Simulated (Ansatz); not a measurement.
# BClH3Sb: small, medium and large basis sets

The task here is to estimate one member of a computed series from the others.

The runs use Ansatz 0.2.0, Gaussian basis; one geometry, several basis sets.

Levels to be run: PBE0-D4/def2-SVP; ωB97M-V/def2-SVP; PBE0-D4/def2-QZVPP; ωB97M-V/def2-QZVPP; the functionals' def2-TZVPP values are taken from earlier runs.

## Structure used throughout

An earlier PBE0-D4 in a triple-zeta def2 set relaxation fixed the geometry. Sb takes the def2 core potential; no spin-orbit term is included.

SMILES `Cl[BH][SbH2]`, 6 atoms, charge 0, spin multiplicity 1.

Atoms are counted from 1 here; the program's logs count them from 0.

Bond lengths: Cl1–B2 1.738 Å, B2–Sb3 2.230 Å, B2–H4 1.193 Å, Sb3–H5 1.704 Å, Sb3–H6 1.702 Å. Angles: Cl1–B2–Sb3 121.5°, Cl1–B2–H4 116.8°, Sb3–B2–H4 121.4°, B2–Sb3–H5 92.9°, B2–Sb3–H6 94.2°, H5–Sb3–H6 93.7°.

Set-up of the first run:

The input, in.yaml:

```yaml
crystal:
  periodic: [false, false, false]
  atoms:
    - {symbol: Cl, position_ang: [-1.493602, -1.574878, 0.832895]}
    - {symbol: B, position_ang: [-0.104339, -0.974113, -0.020505]}
    - {symbol: Sb, position_ang: [0.827744, 0.982907, 0.502802]}
    - {symbol: H, position_ang: [0.389629, -1.702261, -0.825739]}
    - {symbol: H, position_ang: [1.081634, 1.396916, -1.130914]}
    - {symbol: H, position_ang: [-0.658866, 1.807428, 0.595361]}
basis:
  gaussian: {orbitals: def2-SVP}
hamiltonian: {xc: pbe0, dispersion: d4}
output: {orbitals: {seedname: orbitals}}
```

Started as:

```bash
$ ansatz run in.yaml --threads 2 --pin off --events-out ev --progress --plain --max-ram 4352MiB
```

Among the steps run: PBE0-D4 in def2-SVP; ωB97M-V in def2-SVP; PBE0-D4 in def2-QZVPP; ωB97M-V in def2-QZVPP.

One of the session's tables, all rows but one given; the rest of the session is left out.

| functional | basis | HOMO (eV) | LUMO (eV) |
| --- | --- | --- | --- |
| PBE0-D4 | def2-SVP | -7.04 | -1.89 |
| PBE0-D4 | def2-TZVPP | -7.13 | -2.04 |
| PBE0-D4 | def2-QZVPP | -7.15 | -2.08 |
| ωB97M-V | def2-SVP | ? | ? |
| ωB97M-V | def2-TZVPP | -9.16 | -0.05 |
| ωB97M-V | def2-QZVPP | -9.18 | -0.11 |

**Question.** Estimate the row for ωB97M-V, def2-SVP.

The run gave: HOMO (eV): -9.03; LUMO (eV): 0.17. In the column «HOMO (eV)» it lies between ωB97M-V, def2-TZVPP (-9.16) and PBE0-D4, def2-QZVPP (-7.15).
